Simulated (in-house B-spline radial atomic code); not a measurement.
# Os⁷³⁺: RPA and G0W0 on different mean-field starts

Question: which mean-field start gives which removal energy for Os⁷³⁺, before and after G0W0?

Program: an in-house B-spline radial atomic code, version 1. Level of theory: RPA, second order, AC-SOSEX and G0W0 (contour deformation) on a scalar-relativistic mean field, all electrons; no spin-orbit coupling, Breit or QED terms, no two-electron picture change. These are calculated values, not measurements, unless marked.

## Step 1: The atom as given

| Quantity | Value |
| --- | --- |
| element | osmium (Z = 76) |
| charge | +73 |
| electrons | 3 |
| configuration | [He] 2s1 |
| next ion, run as well | 1s2 |
| Hamiltonian | scalar-relativistic (spin-free one-electron X2C), finite nucleus |
| starts | Hartree-Fock, PBE, LDA (VWN5), BLYP |

Outer shells as boxes (Hund's rule):

Os73+
```
[He] core
2s [↑ ]
```

## Step 2: Run with the Hartree-Fock start

Input settings:

```ini
Z = 76
electrons = 3.0
configuration = [He] 2s1
hamiltonian = x2c
method = hf
lmax = 9
rms_radius = 5.4126
spin_polarised = True
box_radius = 1.59
intervals = 59
```

Launch:

```console
> python run_gw.py task.json out
```

The settings of every run stand in task.json; they run in order.

Results of the run (chosen fields of its result record, rounded):

```text
{
  "status": "converged",
  "energies [hartree]": {
    "mean_field": -7015.152992,
    "exx_total": -7015.152992,
    "exchange": -66.15668406,
    "rpa": -0.24851133,
    "rpa_summed": -0.24819232,
    "direct_second_order": -0.25229489,
    "second_order_exchange": 0.16509272,
    "sosex": 0.16177375
  },
  "rpa_by_multipole [hartree]": [-0.0664243, -0.155948, -0.0165059, -0.00497787, -0.00207514, -0.00103659, -0.000570187, -0.000335483, -0.000201108, -0.000118083],
  "polarisability [bohr^3: independent particles, RPA]": [4.68187e-05, 4.34845e-05],
  "gap [hartree]": 62.34742,
  "levels [hartree]": [
    {"name": "2s up", "occ": 1, "e": -769.8882, "sx": -15.4685, "vxc": -15.4685, "sc": -0.1545237, "z": 0.9988709, "qp": -770.0429, "tail": -0.0001290431},
    {"name": "1s down", "occ": 1, "e": -3075.266, "sx": -57.0894, "vxc": -57.0894, "sc": 0.1290635, "z": 0.9997392, "qp": -3075.137, "tail": -0.0002671917},
    {"name": "1s up", "occ": 1, "e": -3077.903, "sx": -59.75547, "vxc": -59.75547, "sc": 0.6618697, "z": 0.9647205, "qp": -3077.242, "tail": -0.0002546951},
    {"name": "2s down", "occ": 0, "e": -757.0413, "sx": -2.590836, "vxc": -2.590836, "sc": -0.1975631, "z": 0.9986758, "qp": -757.239, "tail": -0.0001287493}
  ],
  "ion_energies [hartree]": {
    "mean_field": -6245.266145,
    "exx_total": -6245.266145,
    "exchange": -57.13413231,
    "rpa": -0.15493212,
    "rpa_summed": -0.15468961,
    "direct_second_order": -0.15561144,
    "second_order_exchange": 0.077805379,
    "sosex": 0.077467153
  }
}
```

Wall time 1.8 s (1 thread, shared host).

In the record, exx_total is the Hartree-Fock functional on the start's orbitals, rpa_summed the RPA energy up to lmax and rpa the same with the tail beyond it, gap the smallest same-spin excitation energy of the start. For a level, e is the start's value, sx and sc the exchange and correlation self-energies, vxc the start's own term, z the quasi-particle weight, and qp = e + sx − vxc + sc + tail. Deeper levels of weight under 0.85 meet poles of the self-energy and are not shown.

The 2s↑ level moves from -20949.73 to -20953.93 eV (weight 1.00).

The largest part of the RPA energy comes from multipole 1 (63 % of the sum).

## Step 3: Run with the PBE start

The settings differ from step 2 so:

```diff
@@ -4,3 +4,3 @@
 hamiltonian = x2c
-method = hf
+method = pbe,pbe
 lmax = 9
```

Results of the run:

```text
{
  "status": "converged",
  "energies [hartree]": {
    "mean_field": -7015.921803,
    "exx_total": -7015.145253,
    "exchange": -66.15002037,
    "rpa": -0.26392987,
    "rpa_summed": -0.26361082,
    "direct_second_order": -0.26901134,
    "second_order_exchange": 0.18107409,
    "sosex": 0.17648146
  },
  "rpa_by_multipole [hartree]": [-0.067179, -0.170494, -0.0166026, -0.00499276, -0.00207886, -0.00103777, -0.000570596, -0.000335626, -0.000201154, -0.0001181],
  "polarisability [bohr^3: independent particles, RPA]": [5.58307e-05, 5.10812e-05],
  "gap [hartree]": 51.54312,
  "levels [hartree]": [
    {"name": "2s up", "occ": 1, "e": -765.157, "sx": -15.49907, "vxc": -10.7667, "sc": -0.1738953, "z": 0.9985274, "qp": -770.0634, "tail": -0.000129548},
    {"name": "1s down", "occ": 1, "e": -3054.645, "sx": -57.08199, "vxc": -36.4656, "sc": 0.1379101, "z": 0.9997121, "qp": -3075.123, "tail": -0.0002695921},
    {"name": "1s up", "occ": 1, "e": -3055.83, "sx": -59.71899, "vxc": -37.65413, "sc": -0.2101611, "z": 0.9767213, "qp": -3078.106, "tail": -0.0002642646},
    {"name": "2s down", "occ": 0, "e": -761.1739, "sx": -2.63647, "vxc": -6.790519, "sc": -0.2211979, "z": 0.9982505, "qp": -757.2412, "tail": -0.0001295548}
  ],
  "ion_energies [hartree]": {
    "mean_field": -6245.728481,
    "exx_total": -6245.259667,
    "exchange": -57.126812,
    "rpa": -0.15618984,
    "rpa_summed": -0.15594744,
    "direct_second_order": -0.15688283,
    "second_order_exchange": 0.078441073,
    "sosex": 0.078096012
  }
}
```

Run time: 1.9 s. Hardware: 1 thread, shared host.

Highest level 2s↑: -20820.98 eV in the start, -20954.49 eV after G0W0, weight 1.00.

## Step 4: Run with the LDA (VWN5) start

The settings differ from step 3 so:

```diff
@@ -4,3 +4,3 @@
 hamiltonian = x2c
-method = pbe,pbe
+method = lda,vwn
 lmax = 9
```

Results of the run:

```text
{
  "status": "converged",
  "energies [hartree]": {
    "mean_field": -7007.545571,
    "exx_total": -7015.145676,
    "exchange": -66.0931746,
    "rpa": -0.26414648,
    "rpa_summed": -0.26382731,
    "direct_second_order": -0.26926497,
    "second_order_exchange": 0.1813916,
    "sosex": 0.17676211
  },
  "rpa_by_multipole [hartree]": [-0.0670719, -0.170823, -0.0165997, -0.00499149, -0.00207822, -0.00103744, -0.000570455, -0.00033558, -0.000201166, -0.000118143],
  "polarisability [bohr^3: independent particles, RPA]": [5.6165e-05, 5.13647e-05],
  "gap [hartree]": 51.25285,
  "levels [hartree]": [
    {"name": "2s up", "occ": 1, "e": -764.4875, "sx": -15.48997, "vxc": -10.08273, "sc": -0.1735028, "z": 0.9985319, "qp": -770.0683, "tail": -0.0001295809},
    {"name": "1s down", "occ": 1, "e": -3051.523, "sx": -57.0326, "vxc": -33.25894, "sc": 0.1385922, "z": 0.9997093, "qp": -3075.158, "tail": -0.0002697769},
    {"name": "1s up", "occ": 1, "e": -3052.8, "sx": -59.66378, "vxc": -34.53747, "sc": -0.1536126, "z": 0.9825526, "qp": -3078.081, "tail": -0.0002653401},
    {"name": "2s down", "occ": 0, "e": -760.0891, "sx": -2.628305, "vxc": -5.679921, "sc": -0.2196032, "z": 0.9982755, "qp": -757.2572, "tail": -0.0001294657}
  ],
  "ion_energies [hartree]": {
    "mean_field": -6238.160613,
    "exx_total": -6245.260677,
    "exchange": -57.07781937,
    "rpa": -0.15606052,
    "rpa_summed": -0.155818,
    "direct_second_order": -0.15675276,
    "second_order_exchange": 0.078376039,
    "sosex": 0.078031351
  }
}
```

It took 1.7 s on 1 thread, shared host.

G0W0 moves 2s↑ down by 152 eV, to -20954.63 eV.

## Step 5: Run with the BLYP start

The settings differ from step 4 so:

```diff
@@ -4,3 +4,3 @@
 hamiltonian = x2c
-method = lda,vwn
+method = b88,lyp
 lmax = 9
```

Results of the run:

```text
{
  "status": "converged",
  "energies [hartree]": {
    "mean_field": -7016.597093,
    "exx_total": -7015.145549,
    "exchange": -66.1548382,
    "rpa": -0.26388195,
    "rpa_summed": -0.26356288,
    "direct_second_order": -0.26895786,
    "second_order_exchange": 0.18102122,
    "sosex": 0.17643401
  },
  "rpa_by_multipole [hartree]": [-0.0671726, -0.170451, -0.0166039, -0.00499314, -0.00207902, -0.00103786, -0.00057064, -0.000335651, -0.000201167, -0.000118107],
  "polarisability [bohr^3: independent particles, RPA]": [5.57725e-05, 5.10311e-05],
  "gap [hartree]": 51.59023,
  "levels [hartree]": [
    {"name": "2s up", "occ": 1, "e": -765.2274, "sx": -15.50021, "vxc": -10.8386, "sc": -0.1739308, "z": 0.9985275, "qp": -770.0631, "tail": -0.0001295617},
    {"name": "1s down", "occ": 1, "e": -3054.923, "sx": -57.08646, "vxc": -36.75096, "sc": 0.1377246, "z": 0.9997127, "qp": -3075.121, "tail": -0.0002695929},
    {"name": "1s up", "occ": 1, "e": -3056.049, "sx": -59.72301, "vxc": -37.87952, "sc": -0.2139686, "z": 0.9762431, "qp": -3078.106, "tail": -0.0002642249},
    {"name": "2s down", "occ": 0, "e": -761.3143, "sx": -2.629404, "vxc": -6.918371, "sc": -0.2208344, "z": 0.9982542, "qp": -757.2463, "tail": -0.0001294379}
  ],
  "ion_energies [hartree]": {
    "mean_field": -6246.400621,
    "exx_total": -6245.260022,
    "exchange": -57.13169681,
    "rpa": -0.15619,
    "rpa_summed": -0.15594757,
    "direct_second_order": -0.15688287,
    "second_order_exchange": 0.078441098,
    "sosex": 0.07809611
  }
}
```

Run time: 1.7 s. Hardware: 1 thread, shared host.

The 2s↑ level moves from -20822.90 to -20954.48 eV (weight 1.00).

## Step 6: Comparison

| start | level | mean field (eV) | G0W0 (eV) | weight | RPA (hartree) | RPA+SOSEX (hartree) | α, direct RPA (bohr³) | time | miss (eV) |
| --- | --- | --- | --- | --- | --- | --- | --- | --- | --- |
| Hartree-Fock | 2s↑ | -20949.73 | -20953.93 | 0.999 | -0.24851 | -0.08674 | 4.348e-05 | 1.8 s | +33.3 |
| PBE | 2s↑ | -20820.98 | -20954.49 | 0.999 | -0.26393 | -0.08745 | 5.108e-05 | 1.9 s | +33.9 |
| LDA (VWN5) | 2s↑ | -20802.76 | -20954.63 | 0.999 | -0.26415 | -0.08738 | 5.136e-05 | 1.7 s | +34.0 |
| BLYP | 2s↑ | -20822.90 | -20954.48 | 0.999 | -0.26388 | -0.08745 | 5.103e-05 | 1.7 s | +33.9 |

The miss is the G0W0 removal energy (the level with its sign changed) less the tabulated theoretical ionisation energy, 20921 eV. Times are single runs on a shared host.

Energy to remove one electron as a difference of total energies (eV), each species on its own start:

| start | mean field | HF functional | RPA | RPA+SOSEX | second order |
| --- | --- | --- | --- | --- | --- |
| Hartree-Fock | 20949.7 | 20949.7 | 20952.2 | 20949.9 | 20949.9 |
| PBE | 20958.0 | 20949.7 | 20952.6 | 20949.9 | 20949.9 |
| LDA (VWN5) | 20936.0 | 20949.6 | 20952.6 | 20949.9 | 20949.9 |
| BLYP | 20958.1 | 20949.7 | 20952.6 | 20949.9 | 20949.9 |

## Step 7: Results

| quantity | value |
| --- | --- |
| highest level, mean field (range over the runs) | -20949.73 to -20802.76 eV |
| highest level, G0W0 (range over the runs) | -20954.63 to -20953.93 eV |
| RPA correlation energy | -0.2641 to -0.2485 hartree |
| RPA+SOSEX | -0.0874 to -0.0867 hartree |
| tabulated theoretical ionisation energy (2s shell) | 20921 eV (NIST Atomic Spectra Database, ionization energies) |
| G0W0 removal energy less that value | +33.3 to +34.0 eV |

**Reading.** Across the starts the mean-field level varies by 147 eV and the G0W0 level by 0.69 eV (0.47 % as much). On the semilocal starts the correction is downwards, 132 to 152 eV, since their self-interaction lifts occupied levels. RPA gives the most correlation on LDA (VWN5) and the least on Hartree-Fock (5.9 % apart); over the runs it loosely follows the gap of the start, as smaller excitation energies give more correlation. The tabulated theoretical ionisation energy is 20921 eV. G0W0 is off by about +33.9 eV (+0.16 %) in every run shown, whatever the start. QED terms are left out, and with more than one electron Breit and picture-change terms too; in so highly charged an ion they add to the miss. Read as a removal energy, the bare PBE level is off by -99.6 eV (-0.48 %) and the nearest bare level, Hartree-Fock's, by +29.1 eV. As differences of total energies the mean miss over the starts is 30 eV for mean field, 32 eV for RPA, 29 eV for RPA+SOSEX.
